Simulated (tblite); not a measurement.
# C4H5BrF4Si: the cost of one run

The runs use tblite 0.8.0 and PySCF 2.14.0, with density-fitted response routines of our own; the level of theory stands in each step. All values are computed, except where a source is named. Atoms are numbered from 0 throughout.

**1. The molecule as given**

15 atoms, charge 0, multiplicity 1; geometry from: force field or distance geometry start.

Bonds of the start (Å): F0–C1 1.35, C1–Si2 1.87, Si2–C3 1.85, C3–Br4 1.96, Si2–C5 1.83, C5–F6 1.35, C5–C7 1.35, C7–F8 1.34, C7–F9 1.34, C1–H10 1.09, C1–H11 1.09, Si2–H12 1.50, C3–H13 1.10, C3–H14 1.08.

**2. Optimising the geometry with GFN2-xTB**

The job: settings as JSON, then the geometry in Å.

```
{"job": {"kind": "relax", "xc": "GFN2-xTB", "basis": "xTB"}, "charge": 0, "multiplicity": 1}
F     -0.665000     1.453000    -1.675700
C     -0.501100     1.658400    -0.348100
Si    -0.235000     0.005400     0.482900
C     -1.724300    -1.068200     0.249300
Br    -3.254500    -0.331800     1.218700
C      1.254300    -0.831400    -0.178000
F      1.114800    -2.105300    -0.604900
C      2.474800    -0.264400    -0.246900
F      2.679800     0.996300     0.164500
F      3.499000    -0.981400    -0.742000
H     -1.383600     2.171300     0.038800
H      0.362800     2.310400    -0.210500
H     -0.023200     0.231700     1.946500
H     -1.570900    -2.077200     0.669400
H     -2.032300    -1.158900    -0.785700
```

Started as:

```
OMP_NUM_THREADS=1 python probes_run.py task.json out
```

This one command runs all jobs of the session in turn.

**Question.** How long does this first job take on 1 thread of AMD EPYC, shared host, and how much memory does it need?

About 2.6 s, with a peak of 0.18 GiB.
